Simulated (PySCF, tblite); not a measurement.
# CH₁₃B₂N₃Si₃: geometry, infrared bands and NMR shifts

Aim: predict the infrared bands and NMR shifts of CH₁₃B₂N₃Si₃ (`BN1[SiH2]CNB1N([SiH3])[SiH3]`).

Computed with tblite 0.8.0 and PySCF 2.14.0, with density-fitted response routines of our own, on a single molecule in the gas phase. Atoms count from 0, in the outputs and in this text.

### 1 The starting structure

22 atoms, charge 0, multiplicity 1; geometry from: force field or distance geometry start.

Bonds of the start (Å): B0–N1 1.53, N1–Si2 1.80, Si2–C3 1.86, C3–N4 1.45, N4–B5 1.51, B5–N6 1.54, N6–Si7 1.79, N6–Si8 1.79, B5–N1 1.52, B0–H9 1.18, B0–H10 1.18, Si2–H11 1.46, Si2–H12 1.46, C3–H13 1.11, C3–H14 1.09, N4–H15 1.03, Si7–H16 1.47, Si7–H17 1.48, Si7–H18 1.46, Si8–H19 1.47, Si8–H20 1.49, Si8–H21 1.48.

### 2 Geometry optimisation with GFN2-xTB

What the job is given:

```
{"job": {"kind": "relax", "xc": "GFN2-xTB", "basis": "xTB"}, "charge": 0, "multiplicity": 1}
B     -1.356100     2.049300     0.462300
N     -1.109300     1.055500    -0.675600
Si    -2.494300    -0.087200    -0.694400
C     -1.741900    -1.379700     0.412800
N     -0.392700    -1.308300    -0.124900
B     -0.004500     0.145500    -0.163100
N      1.423500     0.598000     0.181400
Si     2.100800    -0.646800     1.267400
Si     2.289300     0.706700    -1.376300
H     -2.039100     1.765800     1.384200
H     -1.235300     3.195900     0.225900
H     -2.603100    -0.631100    -2.039700
H     -3.724000     0.491000    -0.157400
H     -1.665600    -1.035200     1.465100
H     -2.202300    -2.364600     0.308900
H      0.278700    -1.913800     0.374000
H      3.406300    -0.165400     1.728000
H      1.154700    -0.786500     2.399500
H      2.307300    -1.936500     0.604800
H      3.736500     0.530900    -1.222900
H      2.060300     2.032100    -2.014100
H      1.800400    -0.296300    -2.346800
```

Launch:

```sh
OMP_NUM_THREADS=1 python probes_run.py task.json out
```

One launch serves the whole session: the jobs run in the order shown.

**Question.** This job is followed by: GFN2-xTB harmonic vibrations, gas phase; GIAO PBE0/pcSseg-1 NMR shielding, non-relativistic, gas phase. What will the session give for the following? strongest single infrared mode (GFN2-xTB); zero-point energy (GFN2-xTB); 13C shifts against TMS (PBE0/pcSseg-1); 1H shifts against TMS (PBE0/pcSseg-1, means over atoms taken as alike); 11B shifts against BF3·OEt2 (PBE0/pcSseg-1); 15N shifts against NH3 (PBE0/pcSseg-1); 29Si shifts against TMS (PBE0/pcSseg-1, means over atoms taken as alike); surface potential, 1st and 99th percentile.

As calculated:

| quantity | value |
| --- | --- |
| strongest single infrared mode (GFN2-xTB) | 2176 cm⁻¹, 724 km/mol |
| zero-point energy (GFN2-xTB) | 91.2 kcal/mol |
| 13C shifts against TMS (PBE0/pcSseg-1) | 28.8 ppm |
| 1H shifts against TMS (PBE0/pcSseg-1, means over atoms taken as alike) | 5.65, 5.25, 4.74, 2.97, 2.96 ppm |
| 11B shifts against BF3·OEt2 (PBE0/pcSseg-1) | 46.9, 29.3 ppm |
| 15N shifts against NH3 (PBE0/pcSseg-1) | 148.4, 91.3, 17.1 ppm |
| 29Si shifts against TMS (PBE0/pcSseg-1, means over atoms taken as alike) | -16.6, -52.9 ppm |
| surface potential, 1st and 99th percentile | -0.52 V and 1.56 V |

In words: The optimisation took 247 steps and gained 2.641 eV; among the close pairs (by a distance rule), B0–N1 changed most, from 1.531 to 1.401 Å. All 60 modes are real, so the xTB geometry is a minimum. The strongest single mode, at 2176 cm⁻¹, moves mainly H21 and H18. Unscaled tight-binding wavenumbers are off by several per cent, some by more. Its intensities can rank the bands wrongly. At PBE0/pcSseg-1: The widest tensor belongs to N1: span 269 ppm, with a paramagnetic part of -210 ppm. At PBE0/pcSseg-1, counted by nearest atom on the grid, the HOMO lies on N4 36 %; N6 27 %, the LUMO on B0 40 %; H9, H10 about 14 % each.
